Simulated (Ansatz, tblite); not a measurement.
**The cluster Si18H28: rung by rung, part 1 of 2**

How do method and basis change the picture of the cluster Si18H28 (singlet)?

Program: Ansatz 0.2.0, Gaussian basis. Level of theory: as each input shows. These are calculated values, not measurements.

Levels to be run: GFN1-xTB, GFN2-xTB, PBE-D4/def2-TZVP, r2SCAN-D4/def2-TZVP, r2SCANh-D4/def2-TZVP, HF/def2-TZVP, BHLYP-D4/def2-TZVP, LC-ωPBE(0.10)/def2-SVP, LC-ωPBE(0.15)/def2-SVP, LC-ωPBE(0.20)/def2-SVP, LC-ωPBE(0.30)/def2-SVP, PBE-D4/def2-SVP, PBE0-D4/def2-SVP, HF/6-31G, B3LYP-D4/6-31G, MP2/def2-SVP, RPA/def2-SVP.

### 1 The relaxed structure

The geometry is that of the singlet, from an earlier relaxation (PBE-D4/def2-SVP).

46 atoms, charge 0, spin multiplicity 1.

Bond lengths: Si1–Si11 2.352 Å, Si1–Si13 2.355 Å, Si1–H19 1.507 Å, Si1–H20 1.509 Å, Si2–Si12 2.355 Å, Si2–Si14 2.353 Å, Si2–H21 1.509 Å, Si2–H22 1.507 Å, Si3–Si11 2.357 Å, Si3–Si15 2.376 Å, Si3–H23 1.505 Å, Si3–H24 1.515 Å, Si4–Si12 2.376 Å, Si4–Si16 2.358 Å, Si4–H25 1.515 Å, Si4–H26 1.505 Å, Si5–Si11 2.351 Å, Si5–Si17 2.351 Å and more. Angles: Si11–Si1–Si13 101.4°, Si11–Si1–H19 111.6°, Si11–Si1–H20 110.5°, Si13–Si1–H19 112.1°, Si13–Si1–H20 112.1°, H19–Si1–H20 109.1°, Si12–Si2–Si14 101.5°, Si12–Si2–H21 112.0°, Si12–Si2–H22 112.0°, Si14–Si2–H21 110.5°, Si14–Si2–H22 111.6°, H21–Si2–H22 109.0°, Si11–Si3–Si15 122.1°, Si11–Si3–H23 110.0°, Si11–Si3–H24 105.6°, Si15–Si3–H23 112.6°, Si15–Si3–H24 97.9°, H23–Si3–H24 106.6° and more.

PBE0-D4/def2-TZVP was run before; its log isn't repeated, and its numbers join the tables.

### 2 GFN1-xTB

Tight binding, by tblite at 300 K electronic temperature and without a spin-polarisation term:

```python
tblite.interface.Calculator('GFN1-xTB', numbers, positions, charge=0, uhf=0).singlepoint()
```

Energy -1311.7925 eV, HOMO -11.07 eV, LUMO -8.54 eV; 0.7 s.

### 3 GFN2-xTB

Tight binding, by tblite at 300 K electronic temperature and without a spin-polarisation term:

```python
tblite.interface.Calculator('GFN2-xTB', numbers, positions, charge=0, uhf=0).singlepoint()
```

Energy -1226.3586 eV, HOMO -8.87 eV, LUMO -6.28 eV; 0.54 s.

### 4 PBE-D4/def2-TZVP

start.molden holds the orbitals of an earlier run on this state, given as this run's starting guess.

Contents of in.yaml:

```yaml
crystal:
  periodic: [false, false, false]
  atoms:
    - {symbol: Si, position_ang: [-2.941065, -0.098980, -2.569930]}
    - {symbol: Si, position_ang: [-2.941947, 0.096025, 2.562656]}
    - {symbol: Si, position_ang: [0.208739, -2.265479, -1.963543]}
    - {symbol: Si, position_ang: [-0.207547, -2.260537, 1.959128]}
    - {symbol: Si, position_ang: [0.001346, -0.001801, -5.011340]}
    - {symbol: Si, position_ang: [-0.206814, 2.262817, -1.965630]}
    - {symbol: Si, position_ang: [2.943040, 0.095450, -2.569417]}
    - {symbol: Si, position_ang: [0.208800, 2.261618, 1.956692]}
    - {symbol: Si, position_ang: [2.943457, -0.093592, 2.562049]}
    - {symbol: Si, position_ang: [-0.001441, 0.000346, 5.001295]}
    - {symbol: Si, position_ang: [-1.256854, -1.387683, -3.588090]}
    - {symbol: Si, position_ang: [-1.759355, -0.897684, 0.784982]}
    - {symbol: Si, position_ang: [-1.757389, 0.896865, -0.794086]}
    - {symbol: Si, position_ang: [-1.260778, 1.388940, 3.580877]}
    - {symbol: Si, position_ang: [1.759212, -0.898465, -0.792574]}
    - {symbol: Si, position_ang: [1.262010, -1.384747, 3.581573]}
    - {symbol: Si, position_ang: [1.259821, 1.384213, -3.588618]}
    - {symbol: Si, position_ang: [1.760143, 0.897465, 0.784075]}
    - {symbol: H, position_ang: [-4.078206, -0.959409, -2.081605]}
    - {symbol: H, position_ang: [-3.478945, 0.926258, -3.537955]}
    - {symbol: H, position_ang: [-3.477356, -0.931113, 3.529966]}
    - {symbol: H, position_ang: [-4.082176, 0.951772, 2.074521]}
    - {symbol: H, position_ang: [-0.536225, -3.204761, -1.053237]}
    - {symbol: H, position_ang: [1.208838, -3.106927, -2.729316]}
    - {symbol: H, position_ang: [-1.206992, -3.102562, 2.725499]}
    - {symbol: H, position_ang: [0.535326, -3.199478, 1.047163]}
    - {symbol: H, position_ang: [-0.902919, 0.826803, -5.888957]}
    - {symbol: H, position_ang: [0.905193, -0.829991, -5.889724]}
    - {symbol: H, position_ang: [-1.206660, 3.103543, -2.732598]}
    - {symbol: H, position_ang: [0.537833, 3.203150, -1.056307]}
    - {symbol: H, position_ang: [3.480352, -0.931062, -3.536341]}
    - {symbol: H, position_ang: [4.080675, 0.955582, -2.081929]}
    - {symbol: H, position_ang: [-0.532864, 3.202812, 1.045899]}
    - {symbol: H, position_ang: [1.210437, 3.102165, 2.722149]}
    - {symbol: H, position_ang: [4.082605, -0.951503, 2.074639]}
    - {symbol: H, position_ang: [3.479886, 0.934454, 3.527862]}
    - {symbol: H, position_ang: [-0.905259, -0.829986, 5.877663]}
    - {symbol: H, position_ang: [0.899469, 0.828612, 5.882441]}
    - {symbol: H, position_ang: [-1.812837, -2.577558, -4.334596]}
    - {symbol: H, position_ang: [-2.645398, -1.933831, 0.124825]}
    - {symbol: H, position_ang: [-2.644192, 1.930710, -0.130663]}
    - {symbol: H, position_ang: [-1.813084, 2.580272, 4.328271]}
    - {symbol: H, position_ang: [2.645373, -1.932391, -0.128505]}
    - {symbol: H, position_ang: [1.814883, -2.574642, 4.330779]}
    - {symbol: H, position_ang: [1.815307, 2.574374, -4.335198]}
    - {symbol: H, position_ang: [2.643359, 1.933934, 0.120455]}
basis:
  gaussian: {orbitals: def2-TZVP, fitting: {mean_field: def2-universal-jkfit}, initial_orbitals: start.molden}
hamiltonian: {xc: pbe, dispersion: d4}
scf: {omitted_lower_state_checks: [starts]}
output: {orbitals: {seedname: orbitals}}
```

Run with:

```console
$ ansatz run in.yaml --threads 2 --pin off --events-out ev --progress --plain --max-ram 32768MiB --backend cuda --devices 0, --max-vram 18GiB
```

Standard output:

```text
Functional definition: PBE
  name "PBE"
  cite "Perdew, Burke & Ernzerhof, Phys. Rev. Lett. 77, 3865 (1996) doi:10.1103/PhysRevLett.77.3865"
  parent pbe
  parameter kappa = 0.804
  parameter beta = 0.06672455060314922
  exchange = pbe_x(kappa = kappa, mu = beta*pi^2/3)
  correlation = pbe_c(beta = beta)
these checks for a lower state are left out or cut short: starts
2808 factors; integrals over basis functions are off by at most 5.8e-1 eV
mean field evaluation 1: about -142185.8970 eV, gradient 2.6e1 eV
mean field evaluation 2: about -142186.4476 eV, gradient 7.6e-1 eV
mean field evaluation 4: about -142186.4310 eV, gradient 1.1e-1 eV
mean field evaluation 8: about -142186.4310 eV, gradient 1.9e-5 eV
mean field -142186.43103121 eV, -5225.2549629725 hartree, gradient 1.9e-5 eV, S^2 0.000000; 0 other end points of the search recorded, 0 dependent functions left out
reference -142186.43113578 eV, -5225.2549668154 hartree; 140, 140 occupied and 694, 694 virtual orbitals, 2808 factors
Total energy: -142189.52629701 eV, -5225.3687118925 hartree
Checks for a lower state left out: starts
```

Run time: 13 s. Hardware: 1 × H100 (card shared with other runs) with 2 threads of AMD EPYC 7R13, shared host.

From the report: HOMO -6.36 eV, LUMO -2.25 eV.

### 5 r2SCAN-D4/def2-TZVP

in.yaml: that of step 4 with these lines changed.

```diff
@@ -51,4 +51,4 @@
   gaussian: {orbitals: def2-TZVP, fitting: {mean_field: def2-universal-jkfit}, initial_orbitals: start.molden}
-hamiltonian: {xc: pbe, dispersion: d4}
+hamiltonian: {xc: r2scan, dispersion: d4}
 scf: {omitted_lower_state_checks: [starts]}
-output: {orbitals: {seedname: orbitals}}
+output: {forces: true, orbitals: {seedname: orbitals}}
```

Launched as before.

Standard output, shortened:

```text
Functional definition: r2SCAN
  name "r2SCAN"
  cite "Furness, Kaplan, Ning, Perdew & Sun, J. Phys. Chem. Lett. 11, 8208 (2020) doi:10.1021/acs.jpclett.0c02405"
  cite "Furness, Kaplan, Ning, Perdew & Sun, J. Phys. Chem. Lett. 11, 9248 (2020) doi:10.1021/acs.jpclett.0c03077"
  parent r2scan
[...]
2808 factors; integrals over basis functions are off by at most 5.8e-1 eV
[...]
mean field -142247.71152045 eV, -5227.5069794147 hartree, gradient 2.3e-5 eV, S^2 0.000000; 0 other end points of the search recorded, 0 dependent functions left out
[...]
reference -142247.71155373 eV, -5227.5069806375 hartree; 140, 140 occupied and 694, 694 virtual orbitals, 2808 factors
Total energy: -142248.59531798 eV, -5227.5394583750 hartree
Atom 0 at    -2.941065    -0.098980    -2.569930 Å, force    -0.165220     0.018248    -0.044635 eV/Å
[...]
Atom 37 at     0.899469     0.828612     5.882441 Å, force    -0.177850    -0.183138    -0.168744 eV/Å
Atom 38 at    -1.812837    -2.577558    -4.334596 Å, force     0.103592     0.217577     0.131570 eV/Å
Atom 39 at    -2.645398    -1.933831     0.124825 Å, force     0.181587     0.199255     0.118728 eV/Å
Atom 40 at    -2.644192     1.930710    -0.130663 Å, force     0.182934    -0.198512    -0.124068 eV/Å
Atom 41 at    -1.813084     2.580272     4.328271 Å, force     0.101344    -0.224367    -0.135864 eV/Å
Atom 42 at     2.645373    -1.932391    -0.128505 Å, force    -0.181738     0.199620    -0.123731 eV/Å
Atom 43 at     1.814883    -2.574642     4.330779 Å, force    -0.100942     0.222274    -0.137194 eV/Å
Atom 44 at     1.815307     2.574374    -4.335198 Å, force    -0.102605    -0.219441     0.132046 eV/Å
Atom 45 at     2.643359     1.933934     0.120455 Å, force    -0.178830    -0.200866     0.122477 eV/Å
Dipole moment:     0.000945    -0.000014    -0.002005 e Å
Checks for a lower state left out: starts
```

Wall time 16 s (1 × H100 (card shared with other runs) with 2 threads of AMD EPYC 7R13, shared host); peak host memory 1.2 GiB.

HOMO -6.58 eV, LUMO -2.12 eV.

### 6 r2SCANh-D4/def2-TZVP

in.yaml: that of step 5 with these lines changed.

```diff
@@ -51,3 +51,3 @@
   gaussian: {orbitals: def2-TZVP, fitting: {mean_field: def2-universal-jkfit}, initial_orbitals: start.molden}
-hamiltonian: {xc: r2scan, dispersion: d4}
+hamiltonian: {xc: {name: r2SCANh}, dispersion: d4}
 scf: {omitted_lower_state_checks: [starts]}
```

The command is unchanged.

Standard output, shortened:

```text
Functional definition: r2SCANh
  name "r2SCANh"
  cite "Bursch, Neugebauer, Ehlert & Grimme, J. Chem. Phys. 156, 134105 (2022) doi:10.1063/5.0086040"
  cite "Furness, Kaplan, Ning, Perdew & Sun, J. Phys. Chem. Lett. 11, 8208 (2020) doi:10.1021/acs.jpclett.0c02405"
  cite "Furness, Kaplan, Ning, Perdew & Sun, J. Phys. Chem. Lett. 11, 9248 (2020) doi:10.1021/acs.jpclett.0c03077"
  parent r2scan
[...]
2808 factors; integrals over basis functions are off by at most 5.8e-1 eV
[...]
mean field -142246.92886357 eV, -5227.4782173050 hartree, gradient 2.1e-5 eV, S^2 0.000000; 0 other end points of the search recorded, 0 dependent functions left out
[...]
reference -142246.92889421 eV, -5227.4782184307 hartree; 140, 140 occupied and 694, 694 virtual orbitals, 2808 factors
Total energy: -142247.91138414 eV, -5227.5143242698 hartree
[...]
Atom 37 at     0.899469     0.828612     5.882441 Å, force    -0.204153    -0.208027    -0.197925 eV/Å
Atom 38 at    -1.812837    -2.577558    -4.334596 Å, force     0.121824     0.255777     0.155765 eV/Å
Atom 39 at    -2.645398    -1.933831     0.124825 Å, force     0.209364     0.231870     0.136383 eV/Å
Atom 40 at    -2.644192     1.930710    -0.130663 Å, force     0.210714    -0.231021    -0.141875 eV/Å
Atom 41 at    -1.813084     2.580272     4.328271 Å, force     0.119416    -0.262700    -0.160152 eV/Å
Atom 42 at     2.645373    -1.932391    -0.128505 Å, force    -0.209481     0.232150    -0.141553 eV/Å
Atom 43 at     1.814883    -2.574642     4.330779 Å, force    -0.119020     0.260535    -0.161555 eV/Å
Atom 44 at     1.815307     2.574374    -4.335198 Å, force    -0.120801    -0.257669     0.156243 eV/Å
Atom 45 at     2.643359     1.933934     0.120455 Å, force    -0.206472    -0.233508     0.140286 eV/Å
Dipole moment:     0.000958    -0.000012    -0.002012 e Å
Checks for a lower state left out: starts
```

It took 15 s on 1 × H100 (card shared with other runs) with 2 threads of AMD EPYC 7R13, shared host; peak host memory 1.9 GiB.

HOMO -6.92 eV, LUMO -1.86 eV.

### 7 HF/def2-TZVP

in.yaml: that of step 6 with these lines changed.

```diff
@@ -51,4 +51,4 @@
   gaussian: {orbitals: def2-TZVP, fitting: {mean_field: def2-universal-jkfit}, initial_orbitals: start.molden}
-hamiltonian: {xc: {name: r2SCANh}, dispersion: d4}
+hamiltonian: {xc: hf}
 scf: {omitted_lower_state_checks: [starts]}
-output: {forces: true, orbitals: {seedname: orbitals}}
+output: {orbitals: {seedname: orbitals}}
```

Launched as before.

Standard output:

```text
Functional definition: HF
  name "HF"
  cite "Fock, Z. Phys. 61, 126 (1930) doi:10.1007/BF01340294"
  parent pbe
  exchange = exact_x
  correlation = 0
these checks for a lower state are left out or cut short: starts
2808 factors; integrals over basis functions are off by at most 5.8e-1 eV
mean field evaluation 1: about -141964.3760 eV, gradient 7.3e1 eV
mean field evaluation 2: about -141968.7315 eV, gradient 5.0e0 eV
mean field evaluation 4: about -141968.9624 eV, gradient 1.7e-4 eV
mean field -141968.96237773 eV, -5217.2631373625 hartree, gradient 9.2e-6 eV, S^2 0.000000; 0 other end points of the search recorded, 0 dependent functions left out
reference -141968.96237773 eV, -5217.2631373625 hartree; 140, 140 occupied and 694, 694 virtual orbitals, 2808 factors
Total energy: -141968.96237773 eV, -5217.2631373625 hartree
Checks for a lower state left out: starts
```

Wall time 6.5 s (1 × H100 (card shared with other runs) with 2 threads of AMD EPYC 7R13, shared host).

From the report: HOMO -9.39 eV, LUMO 1.63 eV.

### 8 BHLYP-D4/def2-TZVP

in.yaml: that of step 7 with these lines changed.

```diff
@@ -51,3 +51,3 @@
   gaussian: {orbitals: def2-TZVP, fitting: {mean_field: def2-universal-jkfit}, initial_orbitals: start.molden}
-hamiltonian: {xc: hf}
+hamiltonian: {xc: {name: BHLYP}, dispersion: d4}
 scf: {omitted_lower_state_checks: [starts]}
```

Launched as before.

Standard output:

```text
Functional definition: BHLYP
  name "BHLYP"
  cite "Becke, J. Chem. Phys. 98, 1372 (1993) doi:10.1063/1.464304"
  cite "Becke, Phys. Rev. A 38, 3098 (1988) doi:10.1103/PhysRevA.38.3098"
  cite "Lee, Yang & Parr, Phys. Rev. B 37, 785 (1988) doi:10.1103/PhysRevB.37.785"
  parameter a = 0.5
  exchange = (1 - a)*b88_x + a*exact_x
  correlation = lyp_c
these checks for a lower state are left out or cut short: starts
2808 factors; integrals over basis functions are off by at most 5.8e-1 eV
mean field evaluation 1: about -142257.4881 eV, gradient 2.2e1 eV
mean field evaluation 2: about -142258.1632 eV, gradient 9.8e-1 eV
mean field evaluation 4: about -142258.1631 eV, gradient 6.7e-2 eV
mean field -142258.16316603 eV, -5227.8910703053 hartree, gradient 9.0e-5 eV, S^2 0.000000; 0 other end points of the search recorded, 0 dependent functions left out
reference -142258.16359561 eV, -5227.8910860920 hartree; 140, 140 occupied and 694, 694 virtual orbitals, 2808 factors
Total energy: -142262.79960694 eV, -5228.0614563660 hartree
Checks for a lower state left out: starts
```

Run time: 11 s. Hardware: 1 × H100 (card shared with other runs) with 2 threads of AMD EPYC 7R13, shared host.

From the report: HOMO -8.11 eV, LUMO -0.55 eV.

### 9 LC-ωPBE(0.10)/def2-SVP

in.yaml: that of step 8 with these lines changed.

```diff
@@ -50,4 +50,4 @@
 basis:
-  gaussian: {orbitals: def2-TZVP, fitting: {mean_field: def2-universal-jkfit}, initial_orbitals: start.molden}
-hamiltonian: {xc: {name: BHLYP}, dispersion: d4}
+  gaussian: {orbitals: def2-SVP, fitting: {mean_field: def2-universal-jkfit}, initial_orbitals: start.molden}
+hamiltonian: {xc: {name: LC-wPBE, parameters: {omega: 0.1/bohr}}}
 scf: {omitted_lower_state_checks: [starts]}
```

Launched as before.

Standard output, shortened:

```text
Functional definition: LC-wPBE
  name "LC-wPBE"
  cite "Vydrov & Scuseria, J. Chem. Phys. 125, 234109 (2006) doi:10.1063/1.2409292"
  cite "Heyd & Scuseria, J. Chem. Phys. 120, 7274 (2004) doi:10.1063/1.1668634"
  cite "Ernzerhof & Perdew, J. Chem. Phys. 109, 3313 (1998) doi:10.1063/1.476928"
  cite "Perdew, Burke & Ernzerhof, Phys. Rev. Lett. 77, 3865 (1996) doi:10.1103/PhysRevLett.77.3865"
  parent pbe
[...]
  with omega = 0.1/bohr from the input
[...]
2808 factors; integrals over basis functions are off by at most 3.2e-1 eV
2808 factors; integrals over basis functions are off by at most 1.8e-7 eV
[...]
mean field -142150.10454208 eV, -5223.9199891199 hartree, gradient 1.4e-5 eV, S^2 0.000000; 0 other end points of the search recorded, 0 dependent functions left out
reference -142150.10454237 eV, -5223.9199891306 hartree; 140, 140 occupied and 324, 324 virtual orbitals, 2808 factors
Total energy: -142150.10454237 eV, -5223.9199891306 hartree
Checks for a lower state left out: starts
```

It took 9 s on 1 × H100 (card shared with other runs) with 2 threads of AMD EPYC 7R13, shared host.

Report: HOMO -7.78 eV, LUMO -0.78 eV.

### 10 LC-ωPBE(0.15)/def2-SVP

in.yaml: that of step 9 with these lines changed.

```diff
@@ -51,3 +51,3 @@
   gaussian: {orbitals: def2-SVP, fitting: {mean_field: def2-universal-jkfit}, initial_orbitals: start.molden}
-hamiltonian: {xc: {name: LC-wPBE, parameters: {omega: 0.1/bohr}}}
+hamiltonian: {xc: {name: LC-wPBE, parameters: {omega: 0.15/bohr}}}
 scf: {omitted_lower_state_checks: [starts]}
```

Same command.

Standard output, shortened:

```text
Functional definition: LC-wPBE
  name "LC-wPBE"
  cite "Vydrov & Scuseria, J. Chem. Phys. 125, 234109 (2006) doi:10.1063/1.2409292"
  cite "Heyd & Scuseria, J. Chem. Phys. 120, 7274 (2004) doi:10.1063/1.1668634"
  cite "Ernzerhof & Perdew, J. Chem. Phys. 109, 3313 (1998) doi:10.1063/1.476928"
  cite "Perdew, Burke & Ernzerhof, Phys. Rev. Lett. 77, 3865 (1996) doi:10.1103/PhysRevLett.77.3865"
  parent pbe
[...]
  with omega = 0.15/bohr from the input
[...]
2808 factors; integrals over basis functions are off by at most 3.2e-1 eV
2808 factors; integrals over basis functions are off by at most 2.2e-7 eV
[...]
mean field -142152.08496208 eV, -5223.9927682124 hartree, gradient 1.4e-5 eV, S^2 0.000000; 0 other end points of the search recorded, 0 dependent functions left out
reference -142152.08496218 eV, -5223.9927682162 hartree; 140, 140 occupied and 324, 324 virtual orbitals, 2808 factors
Total energy: -142152.08496218 eV, -5223.9927682162 hartree
Checks for a lower state left out: starts
```

Wall time 9.5 s (1 × H100 (card shared with other runs) with 2 threads of AMD EPYC 7R13, shared host).

From the report: HOMO -8.30 eV, LUMO -0.35 eV.

### 11 LC-ωPBE(0.20)/def2-SVP

in.yaml: that of step 10 with these lines changed.

```diff
@@ -51,3 +51,3 @@
   gaussian: {orbitals: def2-SVP, fitting: {mean_field: def2-universal-jkfit}, initial_orbitals: start.molden}
-hamiltonian: {xc: {name: LC-wPBE, parameters: {omega: 0.15/bohr}}}
+hamiltonian: {xc: {name: LC-wPBE, parameters: {omega: 0.2/bohr}}}
 scf: {omitted_lower_state_checks: [starts]}
```

Launched as before.

Standard output, shortened:

```text
Functional definition: LC-wPBE
  name "LC-wPBE"
  cite "Vydrov & Scuseria, J. Chem. Phys. 125, 234109 (2006) doi:10.1063/1.2409292"
  cite "Heyd & Scuseria, J. Chem. Phys. 120, 7274 (2004) doi:10.1063/1.1668634"
  cite "Ernzerhof & Perdew, J. Chem. Phys. 109, 3313 (1998) doi:10.1063/1.476928"
  cite "Perdew, Burke & Ernzerhof, Phys. Rev. Lett. 77, 3865 (1996) doi:10.1103/PhysRevLett.77.3865"
  parent pbe
[...]
  with omega = 0.2/bohr from the input
[...]
2808 factors; integrals over basis functions are off by at most 3.2e-1 eV
2808 factors; integrals over basis functions are off by at most 2.5e-7 eV
[...]
mean field -142154.42181217 eV, -5224.0786458692 hartree, gradient 1.0e-5 eV, S^2 0.000000; 0 other end points of the search recorded, 0 dependent functions left out
reference -142154.42181222 eV, -5224.0786458713 hartree; 140, 140 occupied and 324, 324 virtual orbitals, 2808 factors
Total energy: -142154.42181222 eV, -5224.0786458713 hartree
Checks for a lower state left out: starts
```

Wall time 9 s (1 × H100 (card shared with other runs) with 2 threads of AMD EPYC 7R13, shared host).

Report: HOMO -8.71 eV, LUMO -0.03 eV.

### 12 LC-ωPBE(0.30)/def2-SVP

in.yaml: that of step 11 with these lines changed.

```diff
@@ -51,3 +51,3 @@
   gaussian: {orbitals: def2-SVP, fitting: {mean_field: def2-universal-jkfit}, initial_orbitals: start.molden}
-hamiltonian: {xc: {name: LC-wPBE, parameters: {omega: 0.2/bohr}}}
+hamiltonian: {xc: {name: LC-wPBE, parameters: {omega: 0.3/bohr}}}
 scf: {omitted_lower_state_checks: [starts]}
```

Launched as before.

Standard output, shortened:

```text
Functional definition: LC-wPBE
  name "LC-wPBE"
  cite "Vydrov & Scuseria, J. Chem. Phys. 125, 234109 (2006) doi:10.1063/1.2409292"
  cite "Heyd & Scuseria, J. Chem. Phys. 120, 7274 (2004) doi:10.1063/1.1668634"
  cite "Ernzerhof & Perdew, J. Chem. Phys. 109, 3313 (1998) doi:10.1063/1.476928"
  cite "Perdew, Burke & Ernzerhof, Phys. Rev. Lett. 77, 3865 (1996) doi:10.1103/PhysRevLett.77.3865"
  parent pbe
[...]
  with omega = 0.3/bohr from the input
[...]
2808 factors; integrals over basis functions are off by at most 3.2e-1 eV
2808 factors; integrals over basis functions are off by at most 3.4e-7 eV
[...]
mean field -142159.79967845 eV, -5224.2762788099 hartree, gradient 1.1e-5 eV, S^2 0.000000; 0 other end points of the search recorded, 0 dependent functions left out
reference -142159.79967847 eV, -5224.2762788108 hartree; 140, 140 occupied and 324, 324 virtual orbitals, 2808 factors
Total energy: -142159.79967847 eV, -5224.2762788108 hartree
Checks for a lower state left out: starts
```

Wall time 10 s (1 × H100 (card shared with other runs) with 2 threads of AMD EPYC 7R13, shared host).

HOMO -9.32 eV, LUMO 0.33 eV.

### 13 PBE-D4/def2-SVP

in.yaml: that of step 12 with these lines changed.

```diff
@@ -51,3 +51,3 @@
   gaussian: {orbitals: def2-SVP, fitting: {mean_field: def2-universal-jkfit}, initial_orbitals: start.molden}
-hamiltonian: {xc: {name: LC-wPBE, parameters: {omega: 0.3/bohr}}}
+hamiltonian: {xc: pbe, dispersion: d4}
 scf: {omitted_lower_state_checks: [starts]}
```

Launched as before.

Standard output:

```text
Functional definition: PBE
  name "PBE"
  cite "Perdew, Burke & Ernzerhof, Phys. Rev. Lett. 77, 3865 (1996) doi:10.1103/PhysRevLett.77.3865"
  parent pbe
  parameter kappa = 0.804
  parameter beta = 0.06672455060314922
  exchange = pbe_x(kappa = kappa, mu = beta*pi^2/3)
  correlation = pbe_c(beta = beta)
these checks for a lower state are left out or cut short: starts
2808 factors; integrals over basis functions are off by at most 3.2e-1 eV
mean field evaluation 1: about -142136.7954 eV, gradient 1.6e1 eV
mean field evaluation 2: about -142137.4986 eV, gradient 6.2e-1 eV
mean field evaluation 4: about -142137.4808 eV, gradient 2.6e-3 eV
mean field -142137.48075168 eV, -5223.4560733796 hartree, gradient 9.6e-6 eV, S^2 0.000000; 0 other end points of the search recorded, 0 dependent functions left out
reference -142137.48083207 eV, -5223.4560763338 hartree; 140, 140 occupied and 324, 324 virtual orbitals, 2808 factors
Total energy: -142140.57599330 eV, -5223.5698214109 hartree
Checks for a lower state left out: starts
```

Run time: 11 s. Hardware: 1 × H100 (card shared with other runs) with 2 threads of AMD EPYC 7R13, shared host.

From the report: HOMO -6.38 eV, LUMO -2.11 eV.

(Continued in part 2 of 2.)
